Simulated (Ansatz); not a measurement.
# In3GaAs4: the cost of one run

Program: Ansatz 0.2.0. Level of theory: DFT PBE, scalar-relativistic, plane waves, PAW, unless a step names another level. These are calculated values, not measurements.

1 further run of the same task is left out (it didn't finish). Runs told in other sessions of the task aren't counted.

## (1) The structure to begin with

The structure is cubic, space group P-43m (No. 215). The conventional cell has a = 6.077 Å, b = 6.077 Å, c = 6.077 Å, α = 90.00°, β = 90.00°, γ = 90.00°. In (site symmetry -42m) has 4 As at 2.67 Å in its first shell of neighbours. Ga (site symmetry -43m) is surrounded by 4 As at 2.53 Å. As (site symmetry 3m) is surrounded by 1 Ga at 2.53 Å and 3 In at 2.67 Å.

Coordinates:

```cif
data_structure
_symmetry_space_group_name_H-M 'P-43m'
_symmetry_Int_Tables_number 215
_cell_length_a 6.0774
_cell_length_b 6.0774
_cell_length_c 6.0774
_cell_angle_alpha 90.000
_cell_angle_beta 90.000
_cell_angle_gamma 90.000
_cell_volume 224.46
loop_
_atom_site_label
_atom_site_type_symbol
_atom_site_symmetry_multiplicity
_atom_site_Wyckoff_symbol
_atom_site_fract_x
_atom_site_fract_y
_atom_site_fract_z
_atom_site_occupancy
In1 In 3 d 0.50000 0.00000 0.00000 1
Ga1 Ga 1 b 0.50000 0.50000 0.50000 1
As1 As 4 e 0.26006 0.73994 0.26006 1
```

The cell was relaxed beforehand at this level, from a generated guess; it is a trial structure. At a tolerance of 0.05 Å it has space group P-43m (No. 215); it has 28.06 Å³/atom, an uncorrected energy of -0.26 eV/atom over the elements and, on its mesh, gap none (metal).

## (2) Strained cells: the elastic tensor

input.yaml

```yaml
crystal:
  lattice:
    - [6.0777966458, 0.0, 0.0]
    - [0.0, 6.0777966458, 0.0]
    - [0.0, 0.0, 6.0777966458]
  atoms:
    - { symbol: In, position: [0.5, 0.0, 0.0] }
    - { symbol: In, position: [0.0, 0.0, 0.5] }
    - { symbol: In, position: [0.0, 0.5, 0.0] }
    - { symbol: Ga, position: [0.5, 0.5, 0.5] }
    - { symbol: As, position: [0.2600790717, 0.7399209283, 0.2600790717] }
    - { symbol: As, position: [0.2600790717, 0.2600790717, 0.7399209283] }
    - { symbol: As, position: [0.7399209283, 0.7399209283, 0.7399209283] }
    - { symbol: As, position: [0.7399209283, 0.2600790717, 0.2600790717] }
basis:
  ecutwfc: 420
kpoints:
  mp_grid: { grid: [6, 6, 6] }
hamiltonian:
  xc: pbe
scf:
  occupations: { method: fermi_dirac, width: 0.15 }
output:
  forces: true
  stress: true
  eigenvalues: true
elastic:
  mode: relaxed_ion
  amplitude: 0.005
  stencil: two_point
```

Launch:

```console
ansatz run input.yaml --threads 4 --pin off --max-ram 8192MiB --backend cpu --events-out ev --progress --plain --runs-dir out
```

What time and memory should one allow on 4 threads of Arm Neoverse N1, shared host?

About 13 min, with a peak of 1.3 GiB.
